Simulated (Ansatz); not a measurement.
# ScIn3: response to strain

ScIn3 is deformed so: equal xx and yy strain of +2 %. What stress and forces result, by LAPW, PAW and all-electron datasets made for the crystal?

Method: DFT PBEsol, scalar-relativistic, in Ansatz 0.2.0.

### 1 Starting point

The structure is cubic, space group Pm-3m (No. 221). Conventional cell: a = 4.460 Å, b = 4.460 Å, c = 4.460 Å, α = 90.00°, β = 90.00°, γ = 90.00°. Sc (site symmetry m-3m) is surrounded by 12 In at 3.15 Å. In (site symmetry 4/mmm) is surrounded by 4 Sc at 3.15 Å and 8 In at 3.15 Å.

Structure file:

```
Sc In
1.0
     4.46000    0.00000    0.00000
     0.00000    4.46000    0.00000
     0.00000    0.00000    4.46000
Sc In
1 3
Direct
  0.00000 0.00000 0.00000
  0.00000 0.50000 0.50000
  0.50000 0.00000 0.50000
  0.50000 0.50000 0.00000
```

Atoms are numbered in the order of the input: Sc1, In2, In3, In4.

### 2 The deformed structure

Space group Pm-3m before, P4/mmm after.

### 3 All-electron LAPW

File input.yaml:

```yaml
crystal:
  lattice:
    - [4.5492, 0.0, 0.0]
    - [0.0, 4.5492, 0.0]
    - [0.0, 0.0, 4.46]
  atoms:
    - { symbol: Sc, position: [0.0, 0.0, 0.0] }
    - { symbol: In, position: [0.0, 0.5, 0.5] }
    - { symbol: In, position: [0.5, 0.0, 0.5] }
    - { symbol: In, position: [0.5, 0.5, 0.0] }
kpoints:
  mp_grid: { grid: [8, 8, 8] }
  band_path:
    path:
      - [0.0, 0.0, 0.0]
      - [0.0, 0.5, 0.0]
      - [0.5, 0.5, 0.0]
      - [0.0, 0.0, 0.0]
      - [0.0, 0.0, 0.5]
      - [0.0, 0.5, 0.5]
      - [0.5, 0.5, 0.5]
      - [0.0, 0.0, 0.5]
      - [0.0, 0.5, 0.0]
    npoints: 5
scf:
  occupations: { method: fermi_dirac, width: 0.08 }
hamiltonian:
  xc: pbesol
  pseudopotentials: { kind: all_electron, lapw: { basis_error: 0.001 } }
output:
  forces: true
  stress: true
  eigenvalues: true
```

Started as:

```bash
$ ansatz run input.yaml --threads 1 --pin off --max-ram 4096MiB --backend cpu --events-out ev --progress --plain --runs-dir out
```

### 4 PAW on the default files

File input.yaml:

```yaml
crystal:
  lattice:
    - [4.5492, 0.0, 0.0]
    - [0.0, 4.5492, 0.0]
    - [0.0, 0.0, 4.46]
  atoms:
    - { symbol: Sc, position: [0.0, 0.0, 0.0] }
    - { symbol: In, position: [0.0, 0.5, 0.5] }
    - { symbol: In, position: [0.5, 0.0, 0.5] }
    - { symbol: In, position: [0.5, 0.5, 0.0] }
kpoints:
  mp_grid: { grid: [8, 8, 8] }
scf:
  occupations: { method: fermi_dirac, width: 0.08 }
hamiltonian:
  xc: pbesol
  pseudopotentials: { kind: paw }
output:
  forces: true
  stress: true
  eigenvalues: true
  efg: { contact_densities: true }
  write_density: true
  write_potential: true
  elf: true
  volumetric_format: npy
```

### 5 All-electron PAW on datasets made for the crystal

Edit input.yaml of step 4 so:

```diff
@@ -16,3 +16,3 @@
   xc: pbesol
-  pseudopotentials: { kind: paw }
+  pseudopotentials: { kind: all_electron, datasets: crystal }
 output:
@@ -22,5 +22 @@
   efg: { contact_densities: true }
-  write_density: true
-  write_potential: true
-  elf: true
-  volumetric_format: npy
```

(Steps that only read results are left out.)

**Question.** What will these runs give? Wanted: pressure; largest shear or deviatoric stress.

The runs gave:

| quantity | value |
| --- | --- |
| pressure | LAPW -2.58, PAW -2.59, crystal datasets -2.58 GPa |
| largest shear or deviatoric stress (LAPW) | 0.67 GPa |

In words: The largest part of the stress beyond the pressure is 0.67 GPa in size, in the zz component; the atoms are carried along and not relaxed. No run of the undeformed cell stands beside it, so pressure and stress hold what the given cell had before the change, as far as its symmetry allows. PAW: stress within 0.01 GPa of LAPW. Crystal datasets: stress within 0.01 GPa of LAPW.
